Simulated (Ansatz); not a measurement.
# GaSb3: the cost of one run

Method: DFT PBE, scalar-relativistic, plane waves, PAW, unless a step names another level, in Ansatz 0.2.0.

12 further runs of the same task are left out: 2 that didn't finish, 10 set aside as unsound or not needed. Runs told in other sessions of the task aren't counted.

## Step 1: What the formula suggests

Pauling electronegativities: Ga 1.81, Sb 2.05 (spread 0.24). No set of common oxidation states balances it. Tabulated atomic sizes suggest about 26 Å³/atom. 28 candidates were drawn, by swapping species into database cells of other compounds, at random by space group and Wyckoff sites, or by hand, as the table says:

```csv
name,made from,space group no.,Wyckoff sites,atoms (primitive cell),V (Å³/atom)
c01,random,191,"Ga 1b; Sb 2d, 1a",4,26.7
c02,database cell of CuNi3,139,"Ga 2a; Sb 4d, 2b",4,27.1
c03,random,229,Ga 2a; Sb 6b,4,27.3
c04,database cell of CdPt3,65,"Ga 2a; Sb 2b, 4f",4,24.2
c05,database cell of NdPd3,221,Ga 1a; Sb 3c,4,26.2
c06,random,221,Ga 1b; Sb 3d,4,26.3
c07,random,139,"Ga 2a; Sb 4c, 2b",4,27.7
c08,database cell of EuBi3,166,Ga 3a; Sb 9e,4,27.5
c09,random,139,"Ga 2b; Sb 4c, 2a",4,30.8
c10,database cell of In3Sn,12,"Ga 2a; Sb 4i, 2c",4,28.4
c11,database cell of Sn3Pb,47,"Ga 1a; Sb 2r, 1c",4,27.8
c12,database cell of AlH3,167,Ga 6b; Sb 18e,8,23.4
c13,random,225,"Ga 4a; Sb 4b, 8c",4,28.8
c14,random,166,"Ga 3a; Sb 6c, 3b",4,32.8
c15,random,25,"Ga 1c; Sb 1d, 2g",4,29.1
c16,database cell of BaSe3,113,"Ga 2a; Sb 4e, 2c",8,25.2
c17,database cell of HgAu3,187,"Ga 1a; Sb 1b, 2i",4,24.2
c18,database cell of BBr3,176,Ga 2c; Sb 6h,8,30.1
c19,random,99,"Ga 2c; Sb 4f, 1a, 1a",8,26.6
c20,random,194,"Ga 2d; Sb 4e, 2c",8,32.7
c21,random,10,"Ga 1e; Sb 2k, 1g",4,29.2
c22,random,221,Ga 1b; Sb 3c,4,28.9
c23,random,223,Ga 2a; Sb 6c,8,31.8
c24,database cell of Zn3Ag,194,Ga 2d; Sb 6h,8,25.2
c25,random,166,Ga 3b; Sb 9e,4,32.5
c26,random,221,"Ga 1b, 1a; Sb 6e",8,32.8
c27,random,115,"Ga 2g; Sb 1d, 4j, 1b",8,32.0
c28,random,63,"Ga 4b; Sb 8e, 4c",8,29.5
```

## Step 2: Screening run of c09

input.yaml

```yaml
crystal:
  lattice:
    - [-2.6004788, 2.6004788, 4.55271503]
    - [2.6004788, -2.6004788, 4.55271503]
    - [2.6004788, 2.6004788, -4.55271503]
  atoms:
    - { symbol: Ga, position: [0.5, 0.5, 0.0] }
    - { symbol: Sb, position: [0.5, 0.0, 0.5] }
    - { symbol: Sb, position: [0.0, 0.5, 0.5] }
    - { symbol: Sb, position: [0.0, 0.0, 0.0] }
basis:
  ecutwfc: 420
kpoints:
  mp_grid: { grid: [5, 5, 5] }
hamiltonian:
  xc: pbe
scf:
  occupations: { method: gaussian, width: 0.2 }
  lower_state_search: "off"
output:
  forces: true
  stress: true
  eigenvalues: true
relax:
  adjacent_minimum: "off"
  f_tol: 0.08
  max_steps: 16
  cell: { stress_tol: 0.8 }
```

Run with:

```sh
> ansatz run input.yaml --threads 1 --pin off --max-ram 2560MiB --backend cpu --events-out ev --progress --plain --runs-dir out
```

Q: Estimate wall time and peak memory on 1 thread of Arm Neoverse V2, shared host.

About 74 s, with a peak of 0.41 GiB.
